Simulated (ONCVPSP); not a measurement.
**An ONCV potential for Li, from input to tests**

Aim: build the potential from the settings below, then test how well it stands in for the atom: other configurations, scattering, ghost states and the plane-wave cutoff that it needs.

The numbers are computed with ONCVPSP 4.0.1 (PBE, scalar-relativistic, spin-unpolarised reference atom).

## (1) The atom and the settings

The settings as typed:

* element: lithium (Li, Z = 3)
* type: optimised norm-conserving Vanderbilt (ONCV)
* frozen core: [He]
* valence charge: 1
* reference configuration: 2p1
* partial waves: s scattering state at 0.13 Ha: rc 3.20 bohr, ncon 5, nbas 8, qcut 2.6 1/bohr, 1 projector; 2p: rc 4.00 bohr, ncon 3, nbas 6, qcut 2 1/bohr, 2 projectors, debl 2.9 Ha; d scattering state at 0.38 Ha: rc 4.10 bohr, ncon 3, nbas 6, qcut 2.6 1/bohr, 2 projectors, debl 0.7 Ha
* local potential: polynomial inside 2.10 bohr (lpopt 5, dvloc0 3 Ha)
* core correction: Teter function fitted to the true core (icmod 2), fcfact 0.5

The nodes and maxima of the atom's own shells, from an earlier all-electron run, set the scale for the radii.

All-electron outer shells of the reference configuration (PBE, scalar-relativistic, ld1.x):

```csv
shell,level (eV),outermost node (bohr),outermost maximum (bohr)
1s,-53.36,–,0.36
2s,-3.35,0.83,3.12
2p,-1.56,–,3.86
```

## (2) The generation run

The input, Li.dat:

```
# ATOM AND REFERENCE CONFIGURATION
# atsym  z   nc   nv     iexc    psfile
  Li 3.00    1    1        4      upf
#
#   n    l    f
    1    0    2.00
    2    1    1.00
#
# PSEUDOPOTENTIAL AND OPTIMIZATION
# lmax
    2
#
#   l,   rc,      ep,       ncon, nbas, qcut
    0    3.20    0.13    5    8    2.60
    1    4.00    0.00    3    6    2.00
    2    4.10    0.38    3    6    2.60
#
# LOCAL POTENTIAL
# lloc, lpopt,  rc(5),   dvloc0
    4    5    2.10    3.00
#
# VANDERBILT-KLEINMAN-BYLANDER PROJECTORs
# l, nproj, debl
    0    1    2.80
    1    2    2.90
    2    2    0.70
#
# MODEL CORE CHARGE
# icmod, fcfact, rcfact
    2    0.50    0.75
#
# LOG DERIVATIVE ANALYSIS
# epsh1, epsh2, depsh
   -2.00    5.00    0.02
#
# OUTPUT GRID
# rlmax, drl
    6.00    0.01
#
# TEST CONFIGURATIONS
# ncnf
    2
# nvcnf
#   n    l    f
    2
    2    1    0.00
    2    0    1.00
#
    2
    2    1    0.00
    2    0    0.50
#
```

Started as:

```
$ oncvpsp.x < Li.dat > Li.out
```

Before running it: what results should come out? Wanted: cutoffs for 1 and 0.1 mHa per electron, occupied waves; bound ghosts; GHOST(+) flags; largest test error; largest phase difference near zero energy, channels read; rms error of d²Exc/dn², without and with the model core; projector energies reset by the program.

**Answer**, as computed:

| quantity | value |
| --- | --- |
| cutoffs for 1 and 0.1 mHa per electron, occupied waves | 1.4 Ha and 2.5 Ha |
| bound ghosts | none found |
| GHOST(+) flags | s at 18 eV (1 near or above the test basis's cutoff) |
| largest test error (AE − PS) | +8.7 meV, for 2s0.5 2p0 |
| largest phase difference near zero energy, channels read | 0.334 rad |
| rms error of d²Exc/dn², without and with the model core | 4.16 and 2.78 mHa |
| projector energies reset by the program | s: 0.050 Ha |

**Reading.** The worst unpolarised test, 2s0.5 2p0, is off by 8.7 meV on 0.3 eV; by total energies transferability rates as good. The potential is soft on the atom at that tolerance: the looser tolerance needs 1.4 Ha. That counts occupied waves only; other projectors can need more. No bound ghost shows below the valence levels. Near zero energy the largest phase difference among the channels read is 0.33 rad, in the p channel. The program also flags highly localised states, GHOST(+) (s). All of this concerns the isolated atom, not yet a solid.
